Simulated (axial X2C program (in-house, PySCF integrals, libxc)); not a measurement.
# A two-component session on TeRu⁺: properties at the nuclei

Aim: properties at the nuclei of TeRu⁺, with spin–orbit coupling in the Hamiltonian from the start.

Program: an in-house X2C program for linear molecules on PySCF integrals. Level of theory: two-component X2C with atomic mean-field terms, Te dyall-cv3z, Ru dyall-cv3z. These are calculated values, not measurements.

## (1) Set-up

task.json reads:

```json
{"zs": [52, 44], "q": 1, "bas": ["dyall-cv3z", "dyall-cv3z"], "r0": 2.42, "levels": ["PBE0", "HF", "BHandHLYP", "PBE50", "BP86"], "nst": 3}
```

Keys: zs atomic numbers; q charge; bas basis sets; r0 starting distance in Å; levels methods (HF also brings MP2); nst determinants followed.

Command:

```console
$ python soeom.py task.json out
```

Further steps of the session: Expectation values, lowest determinant; Expectation values, a higher determinant; Expectation values, a higher determinant.

What does the calculation give? Wanted: lowest determinant; Eeff magnitude; Ws magnitude Te; A∥/gI Te; qzz Te; higher determinant (for each run or level that gives them).

As calculated:

```
                                        quantity                                                       value
                              lowest determinant                     Ω = 5/2 (excess of +ω over −ω: ω = 5/2)
                    Eeff magnitude (GV/cm), PBE0                                                        4.03
                     Ws magnitude Te (kHz), PBE0                                                       0.343
                            A∥/gI Te (MHz), PBE0                                                        -297
                             qzz Te (a.u.), PBE0                                                       -3.09
                              higher determinant                     Ω = 3/2 (excess of +ω over −ω: ω = 3/2)
Eeff magnitude (GV/cm), PBE0, higher determinant                                                        5.03
 Ws magnitude Te (kHz), PBE0, higher determinant                                                       0.521
        A∥/gI Te (MHz), PBE0, higher determinant                                                         631
         qzz Te (a.u.), PBE0, higher determinant                                                       -3.01
                              higher determinant  Ω = 3/2 (excess of +ω over −ω: ω = 1/2, ω = -3/2, ω = 5/2)
Eeff magnitude (GV/cm), PBE0, higher determinant                                                        3.32
 Ws magnitude Te (kHz), PBE0, higher determinant                                                       0.334
        A∥/gI Te (MHz), PBE0, higher determinant                                                        -126
         qzz Te (a.u.), PBE0, higher determinant                                                       -2.35
```

**Reading.** In the first state, the effective field runs from 3.53 to 5.06 GV/cm over the mean-field levels. The expectation values come from single determinants, which for open shells can mix terms of unlike spin or miss the lowest Ω, so a determinant need not be a state. Eeff is the effective electric field on the electron dipole moment in this Ω state and Ws the scalar–pseudoscalar constant (defined with the proton number Z and per Ω); A∥ is the parallel hyperfine constant, which follows by multiplying with the nuclear g factor gI = μI/(I μN); qzz is the electric field gradient, eQq0 = 234.96 MHz × Q/barn × qzz. The operators were transformed with the bare-nucleus X2C matrices.
